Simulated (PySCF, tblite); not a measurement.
# C7H13ClSi: geometry, infrared bands and NMR shifts

Wanted: the infrared bands and NMR shifts of C7H13ClSi (`Cl[Si@H](CC1CC1)C1CC1`), by calculation.

Programs: tblite 0.8.0 and PySCF 2.14.0, with density-fitted response routines of our own. Each step states its level of theory. These are calculated values for one molecule in the gas phase, unless marked as measured. Atoms count from 0, in the outputs and in this text.

### Step 1. The molecule as given

22 atoms, charge 0, multiplicity 1; geometry from: force field or distance geometry start.

Bonds of the start (Å): Cl0–Si1 2.07, Si1–C2 1.86, C2–C3 1.52, C3–C4 1.51, C4–C5 1.50, Si1–C6 1.88, C6–C7 1.51, C7–C8 1.50, C5–C3 1.51, C8–C6 1.51, Si1–H9 1.49, C2–H10 1.10, C2–H11 1.10, C3–H12 1.07, C4–H13 1.08, C4–H14 1.09, C5–H15 1.10, C5–H16 1.09, C6–H17 1.09, C7–H18 1.08, C7–H19 1.09, C8–H20 1.08, C8–H21 1.09.

### Step 2. Relaxing the molecule with GFN2-xTB

What the job is given:

```
{"job": {"kind": "relax", "xc": "GFN2-xTB", "basis": "xTB"}, "charge": 0, "multiplicity": 1}
Cl     1.871300    -2.429300     1.684100
Si     0.889400    -0.782200     0.910500
C     -0.739800    -1.339700     0.198800
C     -1.578000    -0.244300    -0.451200
C     -3.063100    -0.455800    -0.599300
C     -2.552700     0.561500     0.372000
C      2.012800     0.001900    -0.377100
C      1.914200     1.483200    -0.630700
C      3.117800     0.920900     0.076200
H      0.674300     0.149800     2.057700
H     -1.326300    -1.832100     0.986800
H     -0.554000    -2.103200    -0.563900
H     -1.069900     0.238100    -1.256400
H     -3.510500    -1.357500    -0.214400
H     -3.530300    -0.082000    -1.514600
H     -2.663800     0.345400     1.443100
H     -2.665600     1.614500     0.129700
H      2.215600    -0.655200    -1.216700
H      2.038900     1.827900    -1.649300
H      1.228400     2.092700    -0.051100
H      4.049000     0.900700    -0.463700
H      3.231800     1.164100     1.128600
```

Run with:

```bash
$ OMP_NUM_THREADS=1 python probes_run.py task.json out
```

One launch serves the whole session: the jobs run in the order shown.

**Question.** This job is followed by: GFN2-xTB harmonic vibrations, gas phase; GIAO PBE0/pcSseg-1 NMR shielding, non-relativistic, gas phase. Predict these results of the whole session: strongest single infrared mode (GFN2-xTB); zero-point energy (GFN2-xTB); 13C shifts against TMS (PBE0/pcSseg-1); 1H shifts against TMS (PBE0/pcSseg-1); 35Cl shifts against HCl (PBE0/pcSseg-1); 29Si shifts against TMS (PBE0/pcSseg-1).

The runs gave:

| quantity | value |
| --- | --- |
| strongest single infrared mode (GFN2-xTB) | 646 cm⁻¹, 256 km/mol |
| zero-point energy (GFN2-xTB) | 112.9 kcal/mol |
| 13C shifts against TMS (PBE0/pcSseg-1) | 28.9, 9.0, 8.1, 7.7, 3.5, 2.8, 1.3 ppm |
| 1H shifts against TMS (PBE0/pcSseg-1) | 4.52, 1.85, 0.79, 0.74, 0.70, 0.56, 0.43, 0.38, 0.37, 0.11, 0.05, -0.05, -0.07 ppm |
| 35Cl shifts against HCl (PBE0/pcSseg-1) | -17 ppm |
| 29Si shifts against TMS (PBE0/pcSseg-1) | 15.0 ppm |

**Reading.** The optimisation took 47 steps and gained 0.100 eV; among the close pairs (by a distance rule), Si1–C2 changed most, from 1.863 to 1.906 Å. No mode is imaginary among the 60: a minimum at this level. The strongest single mode, at 646 cm⁻¹, moves mainly H9. Unscaled tight-binding wavenumbers are off by several per cent, some by more. Its intensities can rank the bands wrongly.
